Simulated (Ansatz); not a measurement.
# SiNi3: relaxation by PAW and LAPW

Where does SiNi3 settle (cell and atoms relaxed from 0.94 times the given volume), by PAW and LAPW? Both runs start alike, so that frozen cores can be judged against all electrons.

The COD entry's cell or inner coordinates are ideal or old and differ from later refinements, so a difference from it is no clean test against experiment.

Method: DFT LDA, scalar-relativistic, in Ansatz 0.2.0.

**1. The system as given**

Symmetry: Pm-3m, No. 221, cubic system. Conventional cell: a = 3.470 Å, b = 3.470 Å, c = 3.470 Å, α = 90.00°, β = 90.00°, γ = 90.00°. Si (site symmetry m-3m) has 12 Ni at 2.45 Å as nearest neighbours. Ni (site symmetry 4/mmm) has 4 Si at 2.45 Å and 8 Ni at 2.45 Å as nearest neighbours.

Coordinates:

```
Si Ni
1.0
     3.46969    0.00000    0.00000
     0.00000    3.46969    0.00000
     0.00000    0.00000    3.46969
Si Ni
1 3
Direct
  0.00000 0.00000 0.00000
  0.00000 0.50000 0.50000
  0.50000 0.00000 0.50000
  0.50000 0.50000 0.00000
```

Atoms are numbered in the order of the input: Si1, Ni2, Ni3, Ni4.

**2. PAW on the default files**

Contents of input.yaml:

```yaml
crystal:
  lattice:
    - [3.4696939971, 0.0, 0.0]
    - [0.0, 3.4696939971, 0.0]
    - [0.0, 0.0, 3.4696939971]
  atoms:
    - { symbol: Si, position: [0.0, 0.0, 0.0] }
    - { symbol: Ni, position: [0.0, 0.5, 0.5], spin: 1.5 }
    - { symbol: Ni, position: [0.5, 0.0, 0.5], spin: 1.5 }
    - { symbol: Ni, position: [0.5, 0.5, 0.0], spin: 1.5 }
magnetization:
  spin_polarized: true
kpoints:
  mp_grid: { grid: [9, 9, 9] }
scf:
  occupations: { method: fermi_dirac, width: 0.05 }
hamiltonian:
  xc: lda
  pseudopotentials: { kind: paw }
output:
  forces: true
  stress: true
  efg: { contact_densities: true }
relax:
  f_tol: 0.005
  max_steps: 80
  cell: {}
```

On the command line:

```bash
ansatz run input.yaml --threads 1 --pin off --max-ram 6144MiB --backend cpu --events-out ev --progress --plain --runs-dir out
```

**4. Full-potential LAPW**

input.yaml: that of step 2 with these lines changed.

```diff
@@ -18,3 +18,3 @@
   xc: lda
-  pseudopotentials: { kind: paw }
+  pseudopotentials: { kind: all_electron, lapw: { basis_error: 0.001 } }
 output:
@@ -22,3 +22,2 @@
   stress: true
-  efg: { contact_densities: true }
 relax:
```

(Steps that only read results are left out.)

What does the calculation give? Wanted: PAW: cell; PAW: volume; PAW: energy gained; PAW: accepted moves; PAW: space group; LAPW: cell; LAPW: volume; LAPW: energy gained; LAPW: accepted moves.

As calculated:

```
            quantity                                                                      value
           PAW: cell  a = 3.428 Å, b = 3.428 Å, c = 3.428 Å, α = 90.00°, β = 90.00°, γ = 90.00°
         PAW: volume                                                             10.073 Å³/atom
  PAW: energy gained                                                              10.5 meV/atom
 PAW: accepted moves                                                                          3
    PAW: space group                                                              Pm-3m → Pm-3m
          LAPW: cell  a = 3.428 Å, b = 3.428 Å, c = 3.428 Å, α = 90.00°, β = 90.00°, γ = 90.00°
        LAPW: volume                                                             10.069 Å³/atom
 LAPW: energy gained                                                              10.5 meV/atom
LAPW: accepted moves                                                                          3
   LAPW: space group                                                              Pm-3m → Pm-3m
```

In words: By PAW the volume changes by -3.5 % in 3 moves, and the energy falls by 10.5 meV/atom. PAW's final volume lies +0.04 % from LAPW's, and its energy gain differs from LAPW's by less than 0.1 meV/atom. The price, with the outputs that each input asks for: 3.6 min for LAPW against 33 s for PAW, about 6 to one.
